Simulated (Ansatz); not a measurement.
# C₂H₁₀N₂Si: one species, many methods

How much do the methods differ for C₂H₁₀N₂Si? The plan is to run it at one geometry with functionals of several rungs and with coupled cluster. The yardstick is the atomisation energy at the CCSD(T) limit.

Computed with Ansatz 0.2.0, Gaussian basis. Level: functionals in def2-TZVPP, the program's frozen cores in correlated methods.

The runs, in order: LDA (SPW92), PBE-D4, revPBE-D4, BLYP-D4, r2SCAN-D4, B97M-V, PBE0-D4, B3LYP-D4, r2SCANh-D4, r2SCAN0-D4, HSE06-D4, BHLYP-D4, CAM-B3LYP-D4, LC-ωPBE, ωB97X-V, ωB97M-V, B2PLYP, PBE-QIDH; CCSD(T)/def2-SVP; CCSD(T)/def2-TZVPP; MP2/def2-QZVPP; extrapolation to the limit; RPA on PBE.

### 1 The relaxed structure

All runs share one geometry, relaxed beforehand with PBE0-D4 in a triple-zeta def2 set.

15 atoms, charge 0, spin multiplicity 1.

Atoms are counted from 1 here; the program's logs count them from 0.

Bond lengths: C1–N2 1.445 Å, C1–H6 1.097 Å, C1–H7 1.095 Å, C1–H8 1.092 Å, N2–Si3 1.710 Å, N2–H9 1.008 Å, Si3–N4 1.710 Å, Si3–H10 1.495 Å, Si3–H11 1.495 Å, N4–C5 1.445 Å, N4–H12 1.008 Å, C5–H13 1.092 Å, C5–H14 1.095 Å, C5–H15 1.097 Å. Angles: N2–C1–H6 113.4°, N2–C1–H7 111.3°, N2–C1–H8 109.4°, H6–C1–H7 107.9°, H6–C1–H8 107.3°, H7–C1–H8 107.3°, C1–N2–Si3 125.6°, C1–N2–H9 113.9°, Si3–N2–H9 117.8°, N2–Si3–N4 108.1°, N2–Si3–H10 103.3°, N2–Si3–H11 117.8°, N4–Si3–H10 117.8°, N4–Si3–H11 103.3°, H10–Si3–H11 107.3°, Si3–N4–C5 125.6°, Si3–N4–H12 117.8°, C5–N4–H12 113.9° and more.

Geometry (Å):

```mol
C2H10N2Si
  3D, bonds by distance, orders not assigned

 15 14  0  0  0  0  0  0  0  0999 V2000
   -0.4880    0.0979   -2.6817 C   0  0
   -0.7076   -0.0712   -1.2637 N   0  0
    0.3507    0.4441   -0.0229 Si  0  0
    0.1689   -0.6179    1.3054 N   0  0
    0.3562   -0.2681    2.6947 C   0  0
   -0.9898    0.9804   -3.0987 H   0  0
   -0.8261   -0.7784   -3.2446 H   0  0
    0.5817    0.2124   -2.8713 H   0  0
   -1.6686   -0.2496   -1.0175 H   0  0
    1.6820    0.4888   -0.7025 H   0  0
    0.1146    1.7923    0.5795 H   0  0
    0.2111   -1.6085    1.1241 H   0  0
    0.2232    0.8091    2.8180 H   0  0
   -0.3836   -0.7623    3.3332 H   0  0
    1.3534   -0.5200    3.0774 H   0  0
  1  2  8  0
  2  3  8  0
  3  4  8  0
  4  5  8  0
  1  6  8  0
  1  7  8  0
  1  8  8  0
  2  9  8  0
  3 10  8  0
  3 11  8  0
  4 12  8  0
  5 13  8  0
  5 14  8  0
  5 15  8  0
M  END
```

### 2 LDA

This LDA is Slater exchange with PW92 correlation.

in.yaml reads:

```yaml
crystal:
  periodic: [false, false, false]
  atoms:
    - {symbol: C, position_ang: [-0.487982, 0.097948, -2.681737]}
    - {symbol: N, position_ang: [-0.707636, -0.071160, -1.263700]}
    - {symbol: Si, position_ang: [0.350727, 0.444142, -0.022895]}
    - {symbol: N, position_ang: [0.168924, -0.617856, 1.305390]}
    - {symbol: C, position_ang: [0.356172, -0.268117, 2.694740]}
    - {symbol: H, position_ang: [-0.989778, 0.980361, -3.098683]}
    - {symbol: H, position_ang: [-0.826053, -0.778351, -3.244599]}
    - {symbol: H, position_ang: [0.581736, 0.212369, -2.871295]}
    - {symbol: H, position_ang: [-1.668619, -0.249583, -1.017482]}
    - {symbol: H, position_ang: [1.682019, 0.488799, -0.702518]}
    - {symbol: H, position_ang: [0.114614, 1.792341, 0.579471]}
    - {symbol: H, position_ang: [0.211061, -1.608467, 1.124130]}
    - {symbol: H, position_ang: [0.223178, 0.809116, 2.818009]}
    - {symbol: H, position_ang: [-0.383560, -0.762255, 3.333208]}
    - {symbol: H, position_ang: [1.353396, -0.519989, 3.077362]}
basis:
  gaussian: {orbitals: def2-TZVPP}
hamiltonian: {xc: lda}
output: {orbitals: {seedname: orbitals}}
```

After this run come: PBE-D4 (GGA); revPBE-D4 (GGA); BLYP-D4 (GGA); r2SCAN-D4 (meta-GGA); B97M-V (meta-GGA); PBE0-D4 (hybrid); B3LYP-D4 (hybrid); r2SCANh-D4 (hybrid); r2SCAN0-D4 (hybrid); HSE06-D4 (hybrid); BHLYP-D4 (hybrid); CAM-B3LYP-D4 (range-separated); LC-ωPBE-D4 (range-separated); ωB97X-V (range-separated); ωB97M-V (range-separated); B2PLYP (double hybrid); PBE-QIDH (double hybrid); CCSD(T) in def2-SVP; CCSD(T) in def2-TZVPP; MP2 in def2-QZVPP; RPA on PBE orbitals.

Q: Predict the results of all the runs planned. Wanted: atomisation energy, CCSD(T)/CBS; farthest beyond LDA; mean size of error, GGA; mean size of error, meta-GGA; mean size of error, hybrid; mean size of error, range-separated; mean size of error, double hybrid; gap, smallest and largest; T1 diagnostic.

The runs gave:

```
                               quantity                                                                               value
        atomisation energy, CCSD(T)/CBS                                                                       5385.2 kJ/mol
 functionals within 26.9 kJ/mol (0.5 %)  BLYP-D4, r2SCAN-D4, B97M-V, PBE0-D4, B3LYP-D4, HSE06-D4, LC-ωPBE, ωB97X-V, ωB97M-V
                    farthest beyond LDA                                                            BHLYP-D4 (-111.1 kJ/mol)
                mean size of error, GGA                                                                         39.1 kJ/mol
           mean size of error, meta-GGA                                                                         12.4 kJ/mol
             mean size of error, hybrid                                                                         45.0 kJ/mol
    mean size of error, range-separated                                                                         29.1 kJ/mol
      mean size of error, double hybrid                                                                         53.1 kJ/mol
              gap, smallest and largest                                           5.28 eV (LDA (SPW92)), 12.41 eV (LC-ωPBE)
                          T1 diagnostic                                                                              0.0099
triples share of the correlation energy                                                                               3.6 %
```

The LDA atomisation energy is off by 719.7 kJ/mol (13 %): it overbinds. PBE-D4 is off by +70.0 kJ/mol. Double hybrids carry the basis error of their MP2 part in triple zeta, and no dispersion term here, so their miss is partly the set-up's. By mean error the best rung here is meta-GGA (12.4 kJ/mol) and the worst beyond LDA is double hybrid (53.1 kJ/mol). Misses under about 26.9 kJ/mol are within the doubt on the reference itself, which lacks core-valence correlation, relativity and higher excitations. Hartree-Fock recovers 72 % of the binding; the rest is correlation. CCSD(T) in def2-SVP is off by -333.1 kJ/mol, which most functionals beat. The gap grows from 5.3 to 12.4 eV across the functionals, mostly with the share of exact exchange.
